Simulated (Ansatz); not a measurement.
HSe (charge -1), an active-space calculation

Computed with Ansatz's Python interface.

The cells in order, each with its output:

In [1]:
```python
import warnings

import ansatz as az
```

In [2]:
```python
warnings.simplefilter('ignore', az.DeckWarning)
```

In [3]:
```python
geometry_ang = [
    ('Se', (0.7682, 0.0, 0.0)),
    ('H', (-0.7682, 0.0, 0.0)),
]
molecule = az.Crystal.molecule()
for symbol, xyz in geometry_ang:
    molecule = molecule.atom(symbol, xyz)

calc = (
    molecule.calculation()
    .basis(gaussian='def2-SVP')
    .charge(-1)
    .correlation(active_electrons=4, active_orbitals=4)
)
for method in ['sc_nevpt2']:
    report = (calc if method is None else calc.correlation(method)).run().report
    space = report['configurations']
    state = space['states'][0]
    print(method or 'casscf', f'total {report["free_energy_ev"] / 27.211386246:.6f} Ha, active-space state {state["energy"]["hartree"]:.6f} Ha, mean field {report["reference_energy_ev"] / 27.211386246:.6f} Ha')
    print('  determinants', state['n_determinants'], ' natural occupations', [round(n, 3) for n in space['natural_occupations']])
```
```text
sc_nevpt2 total -2400.376688 Ha, active-space state -2400.160026 Ha, mean field -2400.133449 Ha
  determinants 20  natural occupations [1.991, 1.964, 0.036, 0.009]
```

Total energies depend on the basis set; only differences at equal settings carry meaning. The geometry is a force-field or estimated start, not a minimum of this method, and the basis set is short of its limit. The active space starts as a window about the frontier orbitals and is then optimised, not chosen by chemistry. Anions want diffuse functions, which this basis lacks. Run time: 2 s on 1 thread of Arm Neoverse V1, with other jobs on the host, peak memory 0.14 GiB.
